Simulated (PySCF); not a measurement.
# C7H10S: the cost of one run

Computed with PySCF 2.14.0 and routines of our own; the level stands in each step. Atoms count from 0.

## 1. The system as given

18 atoms, charge 0, multiplicity 1; geometry from: GFN2-xTB.

## 2. Magnetic properties: GIAO HF/pcSseg-1

Job settings and geometry (Å):

```
{"job": {"kind": "mag", "xc": "HF", "basis": "pcSseg-1", "isotopologues": 2}, "charge": 0, "multiplicity": 1}
C     -2.223513     0.388836     0.735296
C     -1.124224     0.192818     0.028844
C     -0.578253    -1.162026    -0.311157
C      0.832905    -1.298704     0.261566
C      1.739746    -0.188734    -0.282760
C      1.141221     1.147417     0.002070
S      1.948055     2.313202     0.790136
C     -0.267163     1.332916    -0.462583
H     -2.822827    -0.432851     1.089388
H     -2.576122     1.376383     0.979490
H     -1.224782    -1.942435     0.091867
H     -0.537770    -1.279844    -1.398340
H      0.789018    -1.223874     1.350014
H      1.253201    -2.272224     0.004985
H      2.735322    -0.254333     0.157924
H      1.833807    -0.309176    -1.367330
H     -0.656831     2.292594    -0.121690
H     -0.270550     1.326352    -1.559375
```

With the program's defaults for keys left out, this is: GIAO HF/pcSseg-1 magnetisability, rotational g tensor and spin-rotation constants, non-relativistic, gas phase.

On the command line:

```
$ OMP_NUM_THREADS=1 python excited_run.py task.json out
```

One launch serves the whole session: the jobs run in the order shown.

Q: Estimate the wall time and peak memory of this first job on 1 thread of Arm Neoverse N1, shared host.

About 34 s, with a peak of 0.84 GiB.
